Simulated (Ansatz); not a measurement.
TaBeB, space group P-6m2, a relaxation of the ions

With Ansatz's Python interface.

Run as a notebook:

In [1]:
```python
import json

import ansatz as az
from ase import Atoms
from ase.neighborlist import neighbor_list
import numpy as np
```

In [2]:
```python
vectors = np.array([
    [3.249904, 0.0, 0.0],
    [-1.624952, 2.8145, 0.0],
    [0.0, 0.0, 3.246103],
])
system = (
    az.Lattice.of(vectors)
    .atom("Ta", [1 / 3, 2 / 3, 0.0])
    .atom("Be", [2 / 3, 1 / 3, 0.5])
    .atom("B", [0.0, 0.0, 0.5])
)
# a displaced start

setup = (
    system.move(1, to=[0.666667, 0.333333, 0.530806]).calculation()
    .functional("lda")
    .pseudopotentials("paw")
    .kpoints(6, 6, 6)
    .occupations("fermi_dirac", width=150 * az.meV)
    .relax(force_tolerance=0.005)  # relax until the tolerances are met
)
result = setup.run(threads=1, events_out="events.ndjson")
with open("events.ndjson") as stream:
    events = [json.loads(line) for line in stream]
steps = [e["data"] for e in events if e["event"] == "relax_step"]
rep = result.report
```
```text
DeckWarning: the atoms were moved onto the symmetric positions of the space group found under crystal.symmetry.tolerance 1.0e-5 (fractional; no operation is sought that the atoms, as they stand in a round, miss by more than twice it, and no atom is moved by [...]
DeckWarning: basis.ecutwfc = 420 eV, auto-derived from the records' recommended cutoffs: set by Ta (normal level)
```

In [3]:
```python
rep["kweights"]
```
Out [3]:
```text
[0.004629629629629629, 0.009259259259259259, 0.009259259259259259, 0.004629629629629629,
 0.027777777777777776, 0.027777777777777776, 0.027777777777777776, 0.027777777777777776,
 0.027777777777777776, 0.027777777777777776, 0.027777777777777776, 0.027777777777777776,
 0.027777777777777776, 0.027777777777777776, 0.027777777777777776, 0.027777777777777776,
 0.013888888888888888, 0.027777777777777776, 0.027777777777777776, 0.013888888888888888,
 0.027777777777777776, 0.05555555555555555, 0.05555555555555555, 0.027777777777777776,
 0.05555555555555555, 0.05555555555555555, 0.05555555555555555, 0.05555555555555555,
 0.05555555555555555, 0.05555555555555555, 0.009259259259259259, 0.018518518518518517,
 0.018518518518518517, 0.009259259259259259]
```

In [4]:
```python
rep["mixing_algorithm"], rep["preconditioner"], rep["eigensolver"]
```
Out [4]:
```text
('MSR1', 'none', 'band_cg')
```

In [5]:
```python
rep["free_energy_ev"]
```
Out [5]:
```text
-9922.726113271354
```

In [6]:
```python
for s in steps:
    flag = "" if s["accepted"] else "  (rejected)"
    print("step %2d  E = %.5f eV  largest force component = %.4f eV/A%s" % (s["step"], s["lagrangian_ev"], s["allowed_force_max_ev_ang"], flag))
```
```text
step  1  E = -9922.67570 eV  largest force component = 1.0083 eV/A
step  2  E = -9922.72488 eV  largest force component = 0.1198 eV/A
step  3  E = -9922.72588 eV  largest force component = 0.0528 eV/A
step  4  E = -9922.72611 eV  largest force component = 0.0002 eV/A
step  5  E = -9922.72611 eV  largest force component = 0.0002 eV/A
```

In [7]:
```python
first, last = steps[0], steps[-1]
symbols = [site.symbol for site in result.lattice.sites]
print(f"energy gained {first['lagrangian_ev'] - last['lagrangian_ev']:.4f} eV in {len(steps) - 1} steps")
```
```text
energy gained 0.0504 eV in 4 steps
```

In [8]:
```python
moved = np.linalg.norm(np.array(last["positions_ang"]) - np.array(first["positions_ang"]), axis=1)
print("displacement by atom (A):", " ".join(f"{s}:{d:.3f}" for s, d in zip(symbols, moved)))
```
```text
displacement by atom (A): Ta:0.033 Be:0.067 B:0.033
```

In [9]:
```python
final = Atoms(symbols, positions=last["positions_ang"], cell=result.lattice.cell_ang, pbc=True)
i, j, d = neighbor_list("ijd", final, 4.5)
print("neighbours within 1.1 times the shortest distance of each atom (A)")
for atom in range(len(final)):
    near = [m for m in np.argsort(d) if i[m] == atom]
    shell = [m for m in near if d[m] < 1.1 * d[near[0]]]
    print(f"{symbols[atom]}{atom} ({len(shell)}):", ", ".join(f"{symbols[j[m]]} {d[m]:.3f}" for m in shell))
```
```text
neighbours within 1.1 times the shortest distance of each atom (A)
Ta0 (12): Be 2.481, Be 2.481, Be 2.481, B 2.481, B 2.481, B 2.481, B 2.481, B 2.481, B 2.481, Be 2.481, Be 2.481, Be 2.481
Be1 (3): B 1.876, B 1.876, B 1.876
B2 (3): Be 1.876, Be 1.876, Be 1.876
```

In [10]:
```python
print("atom   start x y z (A)              end x y z (A)")
for symbol, a, b in zip(symbols, first["positions_ang"], last["positions_ang"]):
    print(f"{symbol:3s}", " ".join(f"{v:8.4f}" for v in a), "  ", " ".join(f"{v:8.4f}" for v in b))
```
```text
atom   start x y z (A)              end x y z (A)
Ta    0.0000   1.8763   0.0000      0.0000   1.8763   0.0333
Be    1.6250   0.9382   1.7231      1.6250   0.9382   1.6564
B     0.0000   0.0000   1.6231      0.0000   0.0000   1.6564
```

In [11]:
```python
print("relaxed fractional positions")
for site in result.lattice.sites:
    print(f"  {site.symbol:2s}", " ".join(f"{v % 1:8.5f}" for v in np.round(site.position_frac, 5)))
```
```text
relaxed fractional positions
  Ta  0.33333  0.66667  0.01027
  Be  0.66667  0.33333  0.51027
  B   0.00000  0.00000  0.51027
```

In [12]:
```python
print("%-22s %14.5f eV" % ("F = E - TS", rep["free_energy_ev"]))
print("%-22s %14.5f eV" % ("E", rep["internal_energy_ev"]))
print("%-22s %14.5f eV" % ("Harris-Foulkes", rep["harris_foulkes_ev"]))
print("%-22s %14.5f eV" % ("Fermi level", rep["fermi_energy_ev"]))
```
```text
F = E - TS                -9922.72611 eV
E                         -9922.69886 eV
Harris-Foulkes            -9922.72611 eV
Fermi level                  15.79823 eV
```

What to keep in mind:
- Total energies depend on the potentials; only differences at equal settings carry meaning. A total without «per atom» is that of the cell as typed.
- The mesh is modest for a metal, so energies can be off by several to tens of meV an atom and pressures by half a GPa or more; differences at equal mesh fare better.
- An absolute Fermi energy rests on an arbitrary zero of the periodic potential and has no direct meaning.
- Energies along a relaxation are free energies. A last row that repeats the one before re-solves the same geometry more tightly.
- Spin-orbit coupling, which matters for elements this heavy, is left out.
- This cell is a computed structure, which may not be the phase found in nature.
- Warnings are shown shortened and without file and line.
- Wall time of the script: 6.3 s on 1 thread of Arm Neoverse V1, with other jobs on the host, peak memory 0.4 GiB.

(A comment or docstring line of the script was reworded after the run, the code is as it ran; lines on the test bed's own set-up are left out of the output.)
